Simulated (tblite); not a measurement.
# C6H9NO2: the cost of one run

Programs: tblite 0.8.0 and PySCF 2.14.0, with density-fitted response routines of our own. Each step states its level of theory. These are calculated values for one molecule in the gas phase, unless marked as measured. Atoms count from 0, in the outputs and in this text.

## Step 1: The starting structure

18 atoms, charge 0, multiplicity 1; geometry from: force field or distance geometry start.

Bonds of the start (Å): O0–C1 1.24, C1–N2 1.35, N2–C3 1.47, C3–C4 1.53, C4–C5 1.35, C5–C6 1.53, C6–C7 1.52, C7–O8 1.44, C6–C3 1.56, C1–H9 1.09, N2–H10 1.03, C3–H11 1.10, C4–H12 1.08, C5–H13 1.08, C6–H14 1.11, C7–H15 1.10, C7–H16 1.09, O8–H17 0.98.

## Step 2: Optimising the geometry with GFN2-xTB

What the job is given:

```
{"job": {"kind": "relax", "xc": "GFN2-xTB", "basis": "xTB"}, "charge": 0, "multiplicity": 1}
O      3.414800    -0.168400     0.684700
C      2.683500    -0.308700    -0.302400
N      1.332800    -0.222800    -0.304100
C      0.522200     0.085300     0.878700
C     -0.199500    -1.169400     1.366300
C     -1.432900    -0.674100     1.121200
C     -0.898700     0.666900     0.619700
C     -1.294600     1.083900    -0.787900
O     -1.024300     0.042600    -1.743500
H      3.089000    -0.542300    -1.288200
H      0.841200    -0.346000    -1.200100
H      1.081000     0.624200     1.653300
H      0.168400    -2.108200     1.763300
H     -2.427300    -1.066900     1.257300
H     -1.123600     1.511600     1.302300
H     -2.369800     1.325000    -0.830900
H     -0.737400     1.970400    -1.095000
H     -1.633600    -0.696800    -1.533000
```

Launch:

```sh
> OMP_NUM_THREADS=1 python probes_run.py task.json out
```

The driver reads the jobs from task.json and runs them one after another.

**Question.** How long does this first job take on 1 thread of Intel Xeon at 2.50GHz, shared host?

About 2.1 s.
